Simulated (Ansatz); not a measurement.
**BGeH₅S: small, medium and large basis sets**

An exercise on one series of results from a longer session: the logs are not shown, and one member is left open.

Computed with Ansatz 0.2.0, Gaussian basis. Level: one geometry, several basis sets.

Levels to be run: PBE0-D4/def2-SVP; ωB97M-V/def2-SVP; PBE0-D4/def2-QZVPP; ωB97M-V/def2-QZVPP; the functionals' def2-TZVPP values are taken from earlier runs.

## Structure used throughout

The geometry comes from an earlier relaxation with PBE0-D4 in a triple-zeta def2 set; it is a stationary point, not always the lowest conformer.

SMILES `B[S][GeH3]`, 8 atoms, charge 0, spin multiplicity 1.

Atoms are counted from 1 here; the program's logs count them from 0.

Bond lengths: B1–S2 1.769 Å, B1–H4 1.195 Å, B1–H5 1.193 Å, S2–Ge3 2.241 Å, Ge3–H6 1.533 Å, Ge3–H7 1.534 Å, Ge3–H8 1.533 Å. Angles: S2–B1–H4 121.9°, S2–B1–H5 116.5°, H4–B1–H5 121.6°, B1–S2–Ge3 101.0°, S2–Ge3–H6 108.8°, S2–Ge3–H7 106.5°, S2–Ge3–H8 108.8°, H6–Ge3–H7 110.8°, H6–Ge3–H8 110.9°, H7–Ge3–H8 110.8°.

Set-up of the first run:

in.yaml reads:

```yaml
crystal:
  periodic: [false, false, false]
  atoms:
    - {symbol: B, position_ang: [-0.825825, 1.149883, -1.024934]}
    - {symbol: S, position_ang: [0.845756, 0.575329, -0.946474]}
    - {symbol: Ge, position_ang: [0.713972, -0.888158, 0.746125]}
    - {symbol: H, position_ang: [-1.668223, 0.743809, -0.281618]}
    - {symbol: H, position_ang: [-1.069857, 1.965751, -1.860251]}
    - {symbol: H, position_ang: [0.270407, -0.143203, 2.010906]}
    - {symbol: H, position_ang: [2.119506, -1.477088, 0.924426]}
    - {symbol: H, position_ang: [-0.293435, -1.983324, 0.375921]}
basis:
  gaussian: {orbitals: def2-SVP}
hamiltonian: {xc: pbe0, dispersion: d4}
output: {orbitals: {seedname: orbitals}}
```

Launch:

```
ansatz run in.yaml --threads 2 --pin off --events-out ev --progress --plain --max-ram 4352MiB
```

Steps of the session up to this table: PBE0-D4 in def2-SVP; ωB97M-V in def2-SVP; PBE0-D4 in def2-QZVPP; ωB97M-V in def2-QZVPP.

One table of the session follows, with a row left open; its other results are not shown here.

It belongs to the step «Density functionals: the series». 

| functional | basis | HOMO (eV) |
| --- | --- | --- |
| PBE0-D4 | def2-SVP | -8.12 |
| PBE0-D4 | def2-TZVPP | -8.14 |
| PBE0-D4 | def2-QZVPP | -8.15 |
| ωB97M-V | def2-SVP | ? |
| ωB97M-V | def2-TZVPP | -10.28 |
| ωB97M-V | def2-QZVPP | -10.29 |

**Question.** Estimate the row for ωB97M-V, def2-SVP.

The run gave: HOMO (eV): -10.21. In the column «HOMO (eV)» it lies between ωB97M-V, def2-TZVPP (-10.28) and PBE0-D4, def2-QZVPP (-8.15).
